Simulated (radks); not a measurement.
# Ionising gold step by step, Au²⁰⁺ to Au³⁹⁺

An exercise on one series of results from a longer session: the logs are not shown, and one member is left open.

Method: non-relativistic Kohn-Sham, TPSS, spin-polarised, spherical densities, point nucleus; open shells are filled with parallel spins first. Code: radks (a radial shooting solver on a logarithmic mesh, Libxc functionals) version 1.

## The atom as given

```
element             : gold (Z = 79)
charges             : 20 to 39
first configuration : [Kr] 4d10 4f12 5s1
last configuration  : [Kr] 4d4
```

Outer shells as boxes (Hund's rule):

Au²⁰⁺
```
[Kr] core
4d [↑↓][↑↓][↑↓][↑↓][↑↓]
4f [↑↓][↑↓][↑↓][↑↓][↑↓][↑ ][↑ ]
5s [↑ ]
```

Au³⁹⁺
```
[Kr] core
4d [↑ ][↑ ][↑ ][↑ ][  ]
```

Set-up of the first run:

The run's settings:

```text
Z 79
configuration [Kr] 4d10 4f12 5s1 5p0 6s0
relativity non-relativistic
functional tpss,tpss
spin polarised
nucleus point
```

Steps of the session up to this table: Au²⁰⁺, [Kr] 4d10 4f12 5s1.

One table of the session follows, with a row left open; its other results are not shown here.

It belongs to the step «Au²⁰⁺, [Kr] 4d10 4f12 5s1». From the orbitals of this run (lengths in bohr):

| level | <r> | outermost maximum (interpolated) | 90 % within | nodes |
| --- | --- | --- | --- | --- |
| 4f up | 0.4488 | 0.360 | 0.698 | 0 |
| 4f down | ? | ? | ? | ? |
| 5s up | 0.8715 | 0.852 | 1.21 | 4 |
| 5s down | 0.8735 | 0.854 | 1.22 | 4 |
| 5p up | 0.9005 | 0.878 | 1.26 | 3 |
| 5p down | 0.9028 | 0.881 | 1.26 | 3 |
| 6s up | 1.452 | 1.50 | 1.99 | 5 |
| 6s down | 1.454 | 1.50 | 2.00 | 5 |

**Question.** Estimate the row for 4f down.

**Answer.** <r>: 0.4489; outermost maximum (interpolated): 0.360; 90 % within: 0.698; nodes: 0. In the column «<r>» it lies between 4f up (0.4488) and 5s up (0.8715).

Limits of these values: Relativity is left out here, which matters for elements this heavy. Open shells are spherical and high-spin; term and fine-structure splittings are not resolved.
